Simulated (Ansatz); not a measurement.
This was printed by a script on the Python package of Ansatz (0.2.0), for a geometry optimisation of C₂H₈NSb, SMILES [CH3][SbH][CH2]N. What did the script look like? Use: PBE, def2-SVP basis, multiplicity 1.

```xyz
12

C    -1.5632    0.8950    0.1899
Sb    0.4370    1.4294   -0.3071
C     1.1779   -0.3817    0.6039
N     1.0745   -1.5358   -0.2377
H    -2.2855    1.6660   -0.3254
H    -1.7512    0.9993    1.2764
H    -1.8305   -0.0759   -0.1816
H     0.3409    0.7148   -1.9070
H     0.7106   -0.5217    1.6370
H     2.3005   -0.2527    0.8238
H    -0.0324   -1.6293   -0.4086
H     1.4983   -1.3627   -1.1296
```

Running `python opt.py` prints:
```text
step   1  E = -10222.900494 eV  largest force component 3.9498 eV/A
step   2  E = -10223.359508 eV  largest force component 1.2792 eV/A
step   3  E = -10223.442854 eV  largest force component 0.4829 eV/A
step   4  E = -10223.455458 eV  largest force component 0.3722 eV/A
step   5  E = -10223.469337 eV  largest force component 0.2605 eV/A
step   6  E = -10223.493497 eV  largest force component 0.0890 eV/A
step   7  E = -10223.488125 eV  largest force component 0.7169 eV/A
step   8  E = -10223.502875 eV  largest force component 0.0442 eV/A
step   9  E = -10223.508722 eV  largest force component 0.1133 eV/A
step  10  E = -10223.499422 eV  largest force component 0.3221 eV/A
step  11  E = -10223.514138 eV  largest force component 0.0539 eV/A
step  12  E = -10223.516346 eV  largest force component 0.0953 eV/A
step  13  E = -10223.516521 eV  largest force component 0.2405 eV/A
step  14  E = -10223.517958 eV  largest force component 0.1059 eV/A
step  15  E = -10223.518541 eV  largest force component 0.0304 eV/A
step  16  E = -10223.518634 eV  largest force component 0.0065 eV/A
step  17  E = -10223.518660 eV  largest force component 0.0038 eV/A
step  18  E = -10223.518651 eV  largest force component 0.0086 eV/A
step  19  E = -10223.518667 eV  largest force component 0.0022 eV/A
E = -10223.518704 eV = -375.7073826 Ha
converged: True  doubts: none
final positions (A) and the move of each atom
C    -1.62669    0.83164    0.02293    0.1895
Sb    0.41824    1.63614    0.10507    0.4615
C     1.34881   -0.39774    0.54626    0.1811
N     0.81348   -1.57589   -0.08433    0.3054
H    -2.24356    1.44743   -0.65840    0.4005
H    -2.07513    0.85345    1.03478    0.4296
H    -1.59786   -0.21082   -0.35246    0.3186
H     0.65989    1.39014   -1.60372    0.8061
H     1.30861   -0.50585    1.64950    0.5984
H     2.41717   -0.26873    0.27685    0.5595
H    -0.15321   -1.76426    0.20566    0.6404
H     0.80714   -1.49080   -1.10815    0.7033
```

One script that gives this output:

`opt.py`
```python
'''Minimum-energy structure of C2H8NSb.'''

import ansatz as az
import numpy as np

GEOMETRY = '''
C    -1.56320    0.89500    0.18990
Sb    0.43700    1.42940   -0.30710
C     1.17790   -0.38170    0.60390
N     1.07450   -1.53580   -0.23770
H    -2.28550    1.66600   -0.32540
H    -1.75120    0.99930    1.27640
H    -1.83050   -0.07590   -0.18160
H     0.34090    0.71480   -1.90700
H     0.71060   -0.52170    1.63700
H     2.30050   -0.25270    0.82380
H    -0.03240   -1.62930   -0.40860
H     1.49830   -1.36270   -1.12960
'''


def main() -> None:
    c2h8nsb = az.Crystal.molecule()
    for line in GEOMETRY.strip().splitlines():
        symbol, *xyz = line.split()
        c2h8nsb = c2h8nsb.atom(symbol, [float(v) for v in xyz])

    setup = (
        c2h8nsb.calculation()
        .basis(gaussian='def2-SVP')
        .functional('pbe')
    )
    symbols = [site.symbol for site in c2h8nsb.cartesian_sites]
    start = np.array([site.position_ang for site in c2h8nsb.cartesian_sites], dtype=float)
    def progress(event):
        if event['event'] == 'relax_step':
            row = event['data']
            print(f'step {row["step"]:3d}  E = {row["lagrangian_ev"]:.6f} eV  largest force component {row["allowed_force_max_ev_ang"]:.4f} eV/A')


    rep = setup.relax(force_tolerance=0.005).session().plan().execute(on_event=progress).report
    end = np.array(rep['positions_ang'])

    print(f'E = {rep["free_energy_ev"]:.6f} eV = {rep["free_energy_ev"] / 27.211386246:.7f} Ha')
    print('converged:', rep['converged'], ' doubts:', rep['published_state_doubts'] or 'none')

    print('final positions (A) and the move of each atom')
    for symbol, xyz, old in zip(symbols, end, start):
        print(f'{symbol:2s} {xyz[0]:10.5f} {xyz[1]:10.5f} {xyz[2]:10.5f}   {np.linalg.norm(xyz - old):7.4f}')
    with open('c2h8nsb_opt.xyz', 'w') as handle:
        handle.write(f'{len(symbols)}\nrelaxed C2H8NSb\n')
        handle.writelines(f'{s:2s} {x:11.6f} {y:11.6f} {z:11.6f}\n' for s, (x, y, z) in zip(symbols, end))


if __name__ == '__main__':
    main()
```

Notes:
- Total energies depend on the basis set; only differences at equal settings carry meaning.
- The end point is the stationary point reached from this start; no frequency run checks that it is a minimum, and the basis set is modest.
- def2 sets replace the cores of elements past krypton by effective core potentials.
- Wall time of the script: 81 s on 1 thread of Arm Neoverse V1 (shared host), peak memory 0.21 GiB.
